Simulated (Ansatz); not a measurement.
**BGeH₉Si₂: up Jacob's ladder to CCSD(T)**

An exercise on one series of results from a longer session: the logs are not shown, and one member is left open.

Program: Ansatz 0.2.0, Gaussian basis. Level of theory: functionals in def2-TZVPP, the program's frozen cores in correlated methods. These are calculated values, not measurements.

Plan: PBE-D4, r2SCAN-D4, PBE0-D4, B3LYP-D4, ωB97X-V, ωB97M-V, B2PLYP; CCSD(T)/def2-TZVPP; MP2/def2-QZVPP; extrapolation to the limit.

## The geometry

An earlier PBE0-D4 in a triple-zeta def2 set relaxation fixed the geometry.

SMILES `[BH2][GeH2][SiH2][SiH3]`, 13 atoms, charge 0, spin multiplicity 1.

Atoms are counted from 1 here; the program's logs count them from 0.

Bond lengths: B1–Ge2 2.040 Å, B1–H5 1.194 Å, B1–H6 1.194 Å, Ge2–Si3 2.399 Å, Ge2–H7 1.540 Å, Ge2–H8 1.540 Å, Si3–Si4 2.336 Å, Si3–H9 1.490 Å, Si3–H10 1.489 Å, Si4–H11 1.488 Å, Si4–H12 1.489 Å, Si4–H13 1.488 Å. Angles: Ge2–B1–H5 120.8°, Ge2–B1–H6 120.3°, H5–B1–H6 118.7°, B1–Ge2–Si3 104.8°, B1–Ge2–H7 114.8°, B1–Ge2–H8 114.0°, Si3–Ge2–H7 107.8°, Si3–Ge2–H8 106.3°, H7–Ge2–H8 108.5°, Ge2–Si3–Si4 109.8°, Ge2–Si3–H9 109.4°, Ge2–Si3–H10 109.3°, Si4–Si3–H9 109.6°, Si4–Si3–H10 110.4°, H9–Si3–H10 108.2°, Si3–Si4–H11 109.9°, Si3–Si4–H12 109.1°, Si3–Si4–H13 111.9° and more.

Set-up of the first run:

Contents of in.yaml:

```yaml
crystal:
  periodic: [false, false, false]
  atoms:
    - {symbol: B, position_ang: [-1.967355, 1.257110, -0.320686]}
    - {symbol: Ge, position_ang: [-0.140777, 1.224744, -1.227825]}
    - {symbol: Si, position_ang: [1.313292, 0.165915, 0.358969]}
    - {symbol: Si, position_ang: [0.490960, -1.954215, 0.894633]}
    - {symbol: H, position_ang: [-2.289604, 2.175351, 0.371327]}
    - {symbol: H, position_ang: [-2.697495, 0.315283, -0.401631]}
    - {symbol: H, position_ang: [0.445180, 2.611525, -1.550182]}
    - {symbol: H, position_ang: [-0.089551, 0.362952, -2.503402]}
    - {symbol: H, position_ang: [1.390966, 0.997509, 1.592499]}
    - {symbol: H, position_ang: [2.682301, 0.062401, -0.218666]}
    - {symbol: H, position_ang: [0.363499, -2.773534, -0.340567]}
    - {symbol: H, position_ang: [-0.858775, -1.812959, 1.507090]}
    - {symbol: H, position_ang: [1.377962, -2.666882, 1.853241]}
basis:
  gaussian: {orbitals: def2-TZVPP}
hamiltonian: {xc: pbe, dispersion: d4}
output: {forces: true, orbitals: {seedname: orbitals}}
```

On the command line:

```sh
> ansatz run in.yaml --threads 4 --pin off --events-out ev --progress --plain --max-ram 10444MiB
```

Among the steps run: PBE-D4 (GGA); r2SCAN-D4 (meta-GGA); PBE0-D4 (hybrid); B3LYP-D4 (hybrid); ωB97X-V (range-separated); ωB97M-V (range-separated); B2PLYP (double hybrid); CCSD(T) in def2-TZVPP; MP2 in def2-QZVPP.

One of the session's tables, all rows but one given; the rest of the session is left out.

| method | atomisation energy (eV) |
| --- | --- |
| PBE-D4 | 38.308 |
| r2SCAN-D4 | 38.856 |
| PBE0-D4 | 38.351 |
| B3LYP-D4 | 38.708 |
| ωB97X-V | 39.094 |
| ωB97M-V | ? |
| B2PLYP | 38.126 |
| HF/def2-TZVPP | 29.786 |
| MP2/def2-TZVPP | 37.485 |
| CCSD/def2-TZVPP | 37.646 |
| CCSD(T)/def2-TZVPP | 37.969 |
| MP2/CBS | 38.283 |
| CCSD(T)/CBS | 38.768 |

Estimate the missing values for ωB97M-V.

The run gave: atomisation energy (eV): 38.603. In the column «atomisation energy (eV)» it lies between PBE0-D4 (38.351) and B3LYP-D4 (38.708).

Among the levels timed on like hardware and quicker than the yardstick, those that no quicker one beats, quickest first: PBE-D4 (3.5 s, -0.459 eV); PBE0-D4 (4.8 s, -0.417 eV); r2SCAN-D4 (6.5 s, +0.088 eV); B3LYP-D4 (7.5 s, -0.060 eV).

B2PLYP carry no dispersion term (for B3LYP, D4 adds 0.498 eV).

Caveats from the session: Free atoms (1 B, 1 Ge, 2 Si, 9 H) were run apart at each level; the atomisation energy is their sum less the molecule, without zero-point or spin-orbit terms.
